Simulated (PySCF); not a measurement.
**[CeF2]2+: other functionals and bases at one geometry**

Aim: see how levels, charges and forces of [CeF2]2+ depend on the level of theory. The structure is generated, not taken from experiment.

Computed with PySCF 2.14.0. Level: several levels, as the steps say, no spin–orbit coupling.

1 further run of the same task is left out (for a known fault of the program).

### 1 Where the work starts

3 atoms, charge 2, spin multiplicity 1.

Bond lengths: Ce1–F2 1.866 Å, Ce1–F3 1.866 Å. Angles: F2–Ce1–F3 179.9°.

Geometry (Å):

```xyz
3

Ce    0.00000    0.00000    0.37943
F     1.86560    0.00000    0.38029
F    -1.86560    0.00000    0.38029
```

Formal oxidation states: Ce +4. An earlier session relaxed this geometry at PBE0, Ce def2-SVP with ECP28, F def2-SVP (singlet, point group D∞h).

At PBE0 on the finer grid: E = -673.694141 Eh, HOMO -24.39 eV, LUMO -18.14 eV, Mulliken charge on Ce1 +1.97 e, largest force component 0.003 eV/Å. 

Levels to run: TPSSh; BLYP; PBE0, TZVP. Hardware: 2 threads of Arm Neoverse V2, shared host.

### 2 TPSSh

File run.py (the lines that set the calculation):

```python
mol = gto.M(atom='''
Ce     0.00000     0.00000     0.37943
F      1.86560     0.00000     0.38029
F     -1.86560     0.00000     0.38029''',
    basis={'Ce': 'def2-SVP', 'F': 'def2-SVP'},
    ecp={'Ce': 'def2-SVP'},
    charge=2, spin=0)
mf = dft.RKS(mol, xc='TPSSH')
mf.grids.atom_grid = (75, 302)  # f atoms: unpruned, at least (60, 302)
mf = mf.density_fit()  # fitting sets: Ce def2-universal-JKFIT, F def2-universal-JKFIT
mf.conv_tol = 1e-08; mf.max_cycle = 55
mf.kernel(dm0)  # dm0: the density of the relaxed state
```

Command:

```sh
> OMP_NUM_THREADS=2 python run.py
```

### 3 BLYP

run.py (the lines that set the calculation), as its differences from that of step 2:

```diff
@@ -7,3 +7,3 @@
     charge=2, spin=0)
-mf = dft.RKS(mol, xc='TPSSH')
+mf = dft.RKS(mol, xc='BLYP')
 mf.grids.atom_grid = (75, 302)  # f atoms: unpruned, at least (60, 302)
```

### 4 PBE0, TZVP

Basis: Ce def2-TZVP with ECP28, F def2-TZVP. 

File run.py (the lines that set the calculation):

```python
mol = gto.M(atom='''
Ce     0.00000     0.00000     0.37943
F      1.86560     0.00000     0.38029
F     -1.86560     0.00000     0.38029''',
    basis={'Ce': 'def2-TZVP', 'F': 'def2-TZVP'},
    ecp={'Ce': 'def2-TZVP'},
    charge=2, spin=0)
mf = dft.RKS(mol, xc='PBE0')
mf.grids.atom_grid = (75, 302)  # f atoms: unpruned, at least (60, 302)
mf = mf.density_fit()  # fitting sets: Ce def2-universal-JKFIT, F def2-universal-JKFIT
mf.conv_tol = 1e-08; mf.max_cycle = 55
mf.kernel(dm0)  # dm0: free metal ions and neutral atoms
```

What does the calculation give? Wanted: for each run, HOMO; gap; charge on Ce1; dipole; largest force.

As calculated:

| level | state | HOMO (eV) | gap (eV) | charge on Ce1 (e) | dipole (D) | largest force (eV/Å) | basis functions | time |
| --- | --- | --- | --- | --- | --- | --- | --- | --- |
| PBE0 (relaxed here) | singlet | -24.39 | 6.25 | 1.97 | 0.00 | 0.00 | 106 | 8 s |
| TPSSh | singlet | -23.37 | 4.24 | 1.94 | 0.00 | 0.56 | 106 | 4.2 s |
| BLYP | singlet | -22.51 | 2.51 | 1.85 | 0.00 | 1.50 | 106 | 4.2 s |
| PBE0, TZVP | singlet | -24.31 | 6.23 | 2.05 | 0.00 | 0.10 | 155 | 12 s |

Times are on 2 threads of Arm Neoverse V2, shared host; the first row also made further properties. The dipole of a charged species depends on the origin, so these sizes hold for this origin alone.

In one basis the HOMO–LUMO gap runs from 2.51 eV (BLYP) to 6.25 eV (PBE0). The largest leftover force, 1.50 eV/Å with BLYP, stands at a geometry relaxed at another level. The Mulliken charge on Ce spans +1.85 to +2.05 e over the levels. Total energies of different levels can't be compared. Spin–orbit coupling is left out throughout.
